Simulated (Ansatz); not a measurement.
**BF₃: energies up the ladder**

Wanted for BF₃: energies up the ladder.

Program: Ansatz 0.2.0. Level of theory: the levels named in each step. These are calculated values, not measurements.

### 1 Starting point

Bond lengths: F1–B2 1.301 Å, B2–F3 1.300 Å, B2–F4 1.300 Å. Angles: F1–B2–F3 120.0°, F1–B2–F4 120.0°, F3–B2–F4 120.0°.

Structure file:

```xyz
4

F     1.2029   -0.4924   -0.0393
B    -0.0001    0.0001    0.0000
F    -1.0273   -0.7961    0.0426
F    -0.1756    1.2885   -0.0033
```

### 2 A rough first relaxation, PBE-D4/def2-SVP

Contents of input.yaml:

```yaml
crystal:
  periodic: [false, false, false]
  atoms:
    - { symbol: F, position_ang: [1.20292, -0.49237, -0.03932] }
    - { symbol: B, position_ang: [-9.0e-05, 0.00015, 4.0e-05] }
    - { symbol: F, position_ang: [-1.02734, -0.7961, 0.04257] }
    - { symbol: F, position_ang: [-0.17559, 1.28847, -0.00327] }
basis:
  gaussian: { orbitals: def2-SVP }
hamiltonian:
  xc: pbe
  dispersion: d4
relax:
  f_tol: 0.03
  max_steps: 200
```

Command:

```console
> ansatz run input.yaml --threads 2 --pin off --max-ram 5120MiB --backend cpu --events-out ev --progress --plain --runs-dir out
```

Output, shortened:

```text
Warning: RAYON_NUM_THREADS=2 ignored (pool sized by the plan → 2); use --threads N
[...]
Functional definition: PBE
[...]
598 factors; their error is unknown
[...]
mean field -8816.14126675 eV, -323.9872157580 hartree, gradient 2.5e-5 eV, S^2 0.000000; 0 other end points of the search recorded, 0 dependent functions left out
[...]
reference -8816.14129092 eV, -323.9872166462 hartree; 16, 16 occupied and 40, 40 virtual orbitals, 598 factors
relax step   1: F+E_penalty+E_count = -8816.18182827 eV  Δ(F+E_penalty+E_count) = +0.000e0 eV  max|allowed force component| = 1.269e0 eV/Å  Δτ_max = 0.0000 Å  (20 SCF iters, accepted)
[...]
relax step   3: F+E_penalty+E_count = -8816.22366208 eV  Δ(F+E_penalty+E_count) = -5.019e-3 eV  max|allowed force component| = 1.525e-1 eV/Å  Δτ_max = 0.0087 Å  (22 SCF iters, accepted)
[...]
relax step   4: F+E_penalty+E_count = -8816.22445742 eV  Δ(F+E_penalty+E_count) = -7.953e-4 eV  max|allowed force component| = 1.144e-3 eV/Å  Δτ_max = 0.0077 Å  (20 SCF iters, accepted)
598 factors; their error is unknown
[...]
mean field -8816.18401862 eV, -323.9887868603 hartree, gradient 3.8e-5 eV, S^2 0.000000; 1 other end points of the search recorded, 0 dependent functions left out
[...]
reference -8816.18404272 eV, -323.9887877458 hartree; 16, 16 occupied and 40, 40 virtual orbitals, 598 factors
Total energy: -8816.22448152 eV, -323.9902738442 hartree
Atom 0 at     1.224026    -0.501000    -0.040014 Å, force    -0.001144     0.000728     0.000339 eV/Å
Atom 1 at    -0.000034     0.000056     0.000051 Å, force     0.000526    -0.000893    -0.000921 eV/Å
Atom 2 at    -1.045401    -0.810075     0.043314 Å, force     0.000657     0.001004     0.000272 eV/Å
Atom 3 at    -0.178692     1.311169    -0.003332 Å, force    -0.000039    -0.000839     0.000311 eV/Å
Dipole moment:    -0.000016     0.000034     0.000053 e Å
```

Wall time 2.7 s (2 threads of Arm Neoverse V1, shared host); peak memory 0.098 GiB.

Step by step:

| step | E - E(step 1) (eV) | largest force component (eV/Å) |
| --- | --- | --- |
| 1 | 0.0000 | 1.2694 |
| 2 | -0.0368 | 0.4556 |
| 3 | -0.0418 | 0.1525 |
| 4 | -0.0426 | 0.0011 |

Step 1 is the start.

Before: Bond lengths: F1–B2 1.301 Å, B2–F3 1.300 Å, B2–F4 1.300 Å. Angles: F1–B2–F3 120.0°, F1–B2–F4 120.0°, F3–B2–F4 120.0°.

After: Bond lengths: F1–B2 1.323 Å, B2–F3 1.323 Å, B2–F4 1.323 Å. Angles: F1–B2–F3 120.0°, F1–B2–F4 120.0°, F3–B2–F4 120.0°.

### 3 Relaxation, PBE0-D4/def2-TZVPP

Contents of input.yaml:

```yaml
crystal:
  periodic: [false, false, false]
  atoms:
    - { symbol: F, position_ang: [1.22402643, -0.50100015, -0.04001385] }
    - { symbol: B, position_ang: [-3.387e-05, 5.621e-05, 5.119e-05] }
    - { symbol: F, position_ang: [-1.0454009, -0.81007469, 0.04331421] }
    - { symbol: F, position_ang: [-0.17869166, 1.31116863, -0.00333156] }
basis:
  gaussian: { orbitals: def2-TZVPP }
hamiltonian:
  xc: pbe0
  dispersion: d4
relax:
  f_tol: 0.002
  max_steps: 150
```

Command:

```console
> ansatz run input.yaml --threads 2 --pin off --max-ram 5120MiB --backend cpu --events-out ev --progress --plain --runs-dir out
```

Output, shortened:

```text
Warning: RAYON_NUM_THREADS=2 ignored (pool sized by the plan → 2); use --threads N
[...]
Functional definition: PBE0
[...]
637 factors; their error is unknown
[...]
mean field -8827.08044859 eV, -324.3892232757 hartree, gradient 1.2e-5 eV, S^2 0.000000; 0 other end points of the search recorded, 0 dependent functions left out
[...]
reference -8827.08047177 eV, -324.3892241276 hartree; 16, 16 occupied and 108, 108 virtual orbitals, 637 factors
relax step   1: F+E_penalty+E_count = -8827.11337978 eV  Δ(F+E_penalty+E_count) = +0.000e0 eV  max|allowed force component| = 6.478e-1 eV/Å  Δτ_max = 0.0000 Å  (22 SCF iters, accepted)
[...]
relax step   4: F+E_penalty+E_count = -8827.12537240 eV  Δ(F+E_penalty+E_count) = -1.487e-3 eV  max|allowed force component| = 1.097e-2 eV/Å  Δτ_max = 0.0044 Å  (27 SCF iters, accepted)
[...]
relax step   5: F+E_penalty+E_count = -8827.12537569 eV  Δ(F+E_penalty+E_count) = -3.286e-6 eV  max|allowed force component| = 6.950e-5 eV/Å  Δτ_max = 0.0002 Å  (17 SCF iters, accepted)
637 factors; their error is unknown
mean field -8827.09240403 eV, -324.3896626300 hartree, gradient 3.7e-5 eV, S^2 0.000000; 1 other end points of the search recorded, 0 dependent functions left out
[...]
reference -8827.09242729 eV, -324.3896634847 hartree; 16, 16 occupied and 108, 108 virtual orbitals, 637 factors
Total energy: -8827.12539895 eV, -324.3908751708 hartree
Atom 0 at     1.212870    -0.496418    -0.039635 Å, force    -0.000037     0.000029     0.000015 eV/Å
Atom 1 at    -0.000024     0.000038     0.000007 Å, force    -0.000020    -0.000026    -0.000041 eV/Å
Atom 2 at    -1.035875    -0.802660     0.042934 Å, force     0.000054     0.000067     0.000012 eV/Å
Atom 3 at    -0.177071     1.299190    -0.003286 Å, force     0.000002    -0.000070     0.000015 eV/Å
Dipole moment:     0.000003     0.000000     0.000002 e Å
```

Wall time 6.7 s (2 threads of Arm Neoverse V1, shared host); peak memory 0.17 GiB.

Step by step:

| step | energy from step 1 (eV) | largest force component (eV/Å) |
| --- | --- | --- |
| 1 | 0.0000 | 0.6478 |
| 2 | -0.0105 | 0.2315 |
| 3 | -0.0086 | 0.3275 |
| 4 | -0.0120 | 0.0110 |
| 5 | -0.0120 | 0.0001 |

Step 1 is the start. Step 3 was tried and not accepted.

Before: Bond lengths: F1–B2 1.323 Å, B2–F3 1.323 Å, B2–F4 1.323 Å. Angles: F1–B2–F3 120.0°, F1–B2–F4 120.0°, F3–B2–F4 120.0°.

After: Bond lengths: F1–B2 1.311 Å, B2–F3 1.311 Å, B2–F4 1.311 Å. Angles: F1–B2–F3 120.0°, F1–B2–F4 120.0°, F3–B2–F4 120.0°.

### 4 Frequencies, PBE0-D4/def2-TZVPP

Contents of input.yaml:

```yaml
crystal:
  periodic: [false, false, false]
  atoms:
    - { symbol: F, position_ang: [1.21287001, -0.49641785, -0.03963467] }
    - { symbol: B, position_ang: [-2.392e-05, 3.782e-05, 6.95e-06] }
    - { symbol: F, position_ang: [-1.03587537, -0.80266037, 0.04293387] }
    - { symbol: F, position_ang: [-0.17707071, 1.29919041, -0.00328616] }
basis:
  gaussian: { orbitals: def2-TZVPP }
hamiltonian:
  xc: pbe0
  dispersion: d4
phonons: {}
```

Command:

```console
> ansatz run input.yaml --threads 2 --pin off --max-ram 5120MiB --backend cpu --events-out ev --progress --plain --runs-dir out
```

Output, shortened:

```text
Warning: RAYON_NUM_THREADS=2 ignored (pool sized by the plan → 2); use --threads N
[...]
Functional definition: PBE0
[...]
637 factors; their error is unknown
[...]
mean field -8827.09240403 eV, -324.3896626300 hartree, gradient 1.1e-5 eV, S^2 0.000000; 0 other end points of the search recorded, 0 dependent functions left out
[...]
reference -8827.09242729 eV, -324.3896634847 hartree; 16, 16 occupied and 108, 108 virtual orbitals, 637 factors
[...]
637 factors; their error is unknown
[...]
mean field -8827.09234799 eV, -324.3896605706 hartree, gradient 5.9e-7 eV, S^2 0.000000; 0 other end points of the search recorded, 0 dependent functions left out
[...]
reference -8827.09237125 eV, -324.3896614252 hartree; 16, 16 occupied and 108, 108 virtual orbitals, 637 factors
[...]
637 factors; their error is unknown
[...]
reference -8827.09239178 eV, -324.3896621799 hartree; 16, 16 occupied and 108, 108 virtual orbitals, 637 factors
[...]
637 factors; their error is unknown
mean field -8827.09236636 eV, -324.3896612456 hartree, gradient 5.9e-7 eV, S^2 0.000000; 0 other end points of the search recorded, 0 dependent functions left out
[...]
reference -8827.09238962 eV, -324.3896621004 hartree; 16, 16 occupied and 108, 108 virtual orbitals, 637 factors
Total energy: -8827.12539895 eV, -324.3908751708 hartree
Atom 0 at     1.212870    -0.496418    -0.039635 Å, force    -0.000041     0.000017     0.000001 eV/Å
Atom 1 at    -0.000024     0.000038     0.000007 Å, force    -0.000006     0.000003     0.000000 eV/Å
Atom 2 at    -1.035875    -0.802660     0.042934 Å, force     0.000051     0.000057    -0.000002 eV/Å
Atom 3 at    -0.177071     1.299190    -0.003286 Å, force    -0.000004    -0.000077     0.000001 eV/Å
Dipole moment:     0.000002    -0.000001    -0.000000 e Å
Vibrations: 474.94 474.96 690.29 896.72 1487.01 1487.19 cm⁻¹, zero-point energy 0.341645 eV
```

It took 8.5 s on 2 threads of Arm Neoverse V1, shared host; peak memory 0.17 GiB.

Harmonic frequencies (cm⁻¹; negative: imaginary): 475, 475, 690, 897, 1487, 1487.

### 5 Single point, PBE-D4/def2-TZVPP

input.yaml: that of step 4 with these lines changed.

```diff
@@ -10,4 +10,3 @@
 hamiltonian:
-  xc: pbe0
+  xc: pbe
   dispersion: d4
-phonons: {}
```

Command:

```console
> ansatz run input.yaml --threads 2 --pin off --max-ram 5120MiB --backend cpu --events-out ev --progress --plain --runs-dir out
```

Output:

```text
Warning: RAYON_NUM_THREADS=2 ignored (pool sized by the plan → 2); use --threads N
Engine: ansatz 0.2.0, aarch64-unknown-linux-gnu
Functional definition: PBE
  parameter kappa = 0.804
  parameter beta = 0.06672455060314922
  exchange = pbe_x(kappa = kappa, mu = beta*pi^2/3)
  correlation = pbe_c(beta = beta)
637 factors; their error is unknown
mean field evaluation 1: about -8823.8792 eV, gradient 5.0e1 eV
mean field evaluation 2: about -8817.5404 eV, gradient 8.6e1 eV
mean field evaluation 4: about -8826.9636 eV, gradient 6.0e-1 eV
mean field evaluation 8: about -8826.9604 eV, gradient 1.0e-1 eV
mean field -8826.96045210 eV, -324.3848134859 hartree, gradient 5.1e-5 eV, S^2 0.000000; 0 other end points of the search recorded, 0 dependent functions left out
reference -8826.96048660 eV, -324.3848147539 hartree; 16, 16 occupied and 108, 108 virtual orbitals, 637 factors
Total energy: -8827.00099130 eV, -324.3863032742 hartree
```

Wall time 1.3 s (2 threads of Arm Neoverse V1, shared host); peak memory 0.11 GiB.

### 6 Single point, r2SCAN-D4/def2-TZVPP

input.yaml: that of step 5 with these lines changed.

```diff
@@ -10,3 +10,3 @@
 hamiltonian:
-  xc: pbe
+  xc: r2scan
   dispersion: d4
```

Command:

```console
> ansatz run input.yaml --threads 2 --pin off --max-ram 5120MiB --backend cpu --events-out ev --progress --plain --runs-dir out
```

Output:

```text
Warning: RAYON_NUM_THREADS=2 ignored (pool sized by the plan → 2); use --threads N
Engine: ansatz 0.2.0, aarch64-unknown-linux-gnu
Functional definition: r2SCAN
  parameter k0 = 0.174
  parameter k1 = 0.065
  parameter a1 = 4.9479
  exchange = r2scan_x(k0 = k0, k1 = k1, a1 = a1)
  correlation = r2scan_c
637 factors; their error is unknown
mean field evaluation 1: about -8829.2549 eV, gradient 4.8e1 eV
mean field evaluation 2: about -8825.5838 eV, gradient 7.2e1 eV
mean field evaluation 4: about -8832.0732 eV, gradient 3.7e-1 eV
mean field evaluation 8: about -8832.0722 eV, gradient 5.1e-3 eV
mean field -8832.07221360 eV, -324.5726672563 hartree, gradient 2.6e-5 eV, S^2 0.000000; 0 other end points of the search recorded, 0 dependent functions left out
reference -8832.07222333 eV, -324.5726676137 hartree; 16, 16 occupied and 108, 108 virtual orbitals, 637 factors
Total energy: -8832.08148918 eV, -324.5730081274 hartree
```

It took 1.6 s on 2 threads of Arm Neoverse V1, shared host; peak memory 0.12 GiB.

(Part 1 of 2 ends here.)
